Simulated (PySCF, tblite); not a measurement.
# C₄H₅BO₃S₂: geometry, infrared bands and NMR shifts

Aim: predict the infrared bands and NMR shifts of C₄H₅BO₃S₂ (`OB(O)c1csc(O)c1S`).

The runs use tblite 0.8.0 and PySCF 2.14.0, with density-fitted response routines of our own; the level of theory stands in each step. All values are computed, except where a source is named. Atoms count from 0, in the outputs and in this text.

## 1. The molecule as given

15 atoms, charge 0, multiplicity 1; geometry from: force field or distance geometry start.

Bonds of the start (Å): O0–B1 1.45, B1–O2 1.46, B1–C3 1.58, C3–C4 1.41, C4–S5 1.68, S5–C6 1.68, C6–O7 1.40, C6–C8 1.39, C8–S9 1.79, C8–C3 1.41, O0–H10 0.99, O2–H11 0.99, C4–H12 1.09, O7–H13 1.02, S9–H14 1.42.

## 2. Optimising the geometry with GFN2-xTB

Job settings and geometry (Å):

```
{"job": {"kind": "relax", "xc": "GFN2-xTB", "basis": "xTB"}, "charge": 0, "multiplicity": 1}
O     -1.906400    -0.470600    -1.672500
B     -1.778900    -0.247800    -0.243400
O     -2.967700    -0.145500     0.592700
C     -0.352400    -0.142400     0.433200
C     -0.217300     0.072300     1.819200
S      1.414500     0.131800     2.195900
C      1.974300    -0.122400     0.634900
O      3.325500    -0.182600     0.291300
C      0.895100    -0.266800    -0.221200
S      1.087000    -0.559800    -1.978200
H     -1.957000     0.441400    -2.060500
H     -3.195300     0.821900     0.593100
H     -1.031300     0.195200     2.529700
H      3.615400    -0.345100    -0.672200
H      1.090100     0.828500    -2.263900
```

Run with:

```sh
$ OMP_NUM_THREADS=1 python probes_run.py task.json out
```

This one command runs all jobs of the session in turn.

**Question.** This job is followed by: GFN2-xTB harmonic vibrations, gas phase; GIAO PBE0/pcSseg-1 NMR shielding, non-relativistic, gas phase. What will the session give for the following? strongest single infrared mode (GFN2-xTB); zero-point energy (GFN2-xTB); 13C shifts against TMS (PBE0/pcSseg-1); 1H shifts against TMS (PBE0/pcSseg-1, means over atoms taken as alike); 17O shifts against H2O (PBE0/pcSseg-1, means over atoms taken as alike); 11B shifts against BF3·OEt2 (PBE0/pcSseg-1); 33S shifts against CS2 (PBE0/pcSseg-1).

As calculated:

```
                                                               quantity                           value
                              strongest single infrared mode (GFN2-xTB)            585 cm⁻¹, 346 km/mol
                                           zero-point energy (GFN2-xTB)                   56.6 kcal/mol
                                 13C shifts against TMS (PBE0/pcSseg-1)  161.7, 132.8, 132.0, 112.8 ppm
 1H shifts against TMS (PBE0/pcSseg-1, means over atoms taken as alike)      7.28, 6.95, 4.34, 3.47 ppm
17O shifts against H2O (PBE0/pcSseg-1, means over atoms taken as alike)                114.9, 106.2 ppm
                            11B shifts against BF3·OEt2 (PBE0/pcSseg-1)                        22.6 ppm
                                 33S shifts against CS2 (PBE0/pcSseg-1)                    203, -99 ppm
```

In words: Relaxing lowered the energy by 1.987 eV in 104 steps; the close pair that moved most is B1–O2, from 1.457 to 1.353 Å. All 39 modes are real, so the xTB geometry is a minimum. The strongest single mode, at 585 cm⁻¹, is carried by H11, H10, B1. Unscaled tight-binding wavenumbers are off by several per cent, some by more. Its intensities can rank the bands wrongly. H12 (hydrogen on an aromatic CH next to the ring sulfur) lies farthest downfield among hydrogen, at 7.28 ppm; aromatic region. At PBE0/pcSseg-1: The largest span, 456 ppm, is at S9, where the paramagnetic term is -455 ppm. NICS(1)zz of -20 ppm above the planar ring from C3 marks a diatropic (aromatic) ring current.
